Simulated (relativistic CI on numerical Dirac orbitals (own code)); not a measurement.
# Ru⁶⁺: how the levels respond to the fine-structure constant and the nuclear radius

How sensitive are the low transitions of Ru⁶⁺ to a change of α? Wanted is q = dE/dx with x = (α/α0)² − 1, and the field-shift factor by the mean square nuclear radius, for the lowest 30 levels.

Program: relativistic CI on numerical Dirac orbitals (own code) version 4. Level of theory: Dirac-Coulomb-Breit CI, KLI orbitals optimised for each configuration, derivatives by finite differences. These are calculated values, not measurements, unless marked.

## 1. The atom as given

* ion: Ru⁶⁺ (Ru VII)
* nuclear charge: 44
* electrons: 38
* isotope: A = 102
* first configuration: [Kr] 4d2

Outer shells as boxes (Hund's rule):

[Kr] 4d2
```
[Kr] core
4d [↑ ][↑ ][  ][  ][  ]
```

## 2. The run

The run's settings:

```ini
atom Ru  Z=44  charge=6  electrons=38
nucleus A=102  rms_radius_fm=4.4809
hamiltonian dirac-coulomb  breit=on  qed=off  c_scale=1
orbitals kli  potential=per-configuration
slater_scale 1
correlation none
mixing on
configurations
  [Kr] 4d2
  [Kr] 4d 5s
  [Kr] 4d 4f
  [Ar] 3d10 4s2 4p5 4d3
  [Kr] 4d 5p
  [Kr] 4f2
  [Kr] 4d 5d
end
derivatives alpha2 +-0.01 radius +-1%
```

Launch:

```
> python run_levels.py task.json out
```

The settings of every run stand in task.json; they run in order.

What does the calculation give? Wanted: lowest level; largest q in size, lowest 30 levels; largest K in size within the lowest configuration; largest field-shift factor among them.

The runs gave:

| quantity | value |
| --- | --- |
| lowest level | 4d2 3F2 |
| largest q in size, lowest 30 levels | -16180 cm⁻¹ (4d 5s 3D1) |
| largest K in size within the lowest configuration | 2.15 (4d2 3F3) |
| largest field-shift factor among them | 11.3 GHz/fm² (4d 5s 3D3) |

Among these levels the largest q belongs to 4d 5s 3D1, a change of configuration. The fine-structure partner 3F3 has K = 2.15, close to the 2 of an interval that scales as α². K = 2q/E, the relative sensitivity of a level, hangs on the computed energy: between configurations that lie close it can be off by a factor of several.
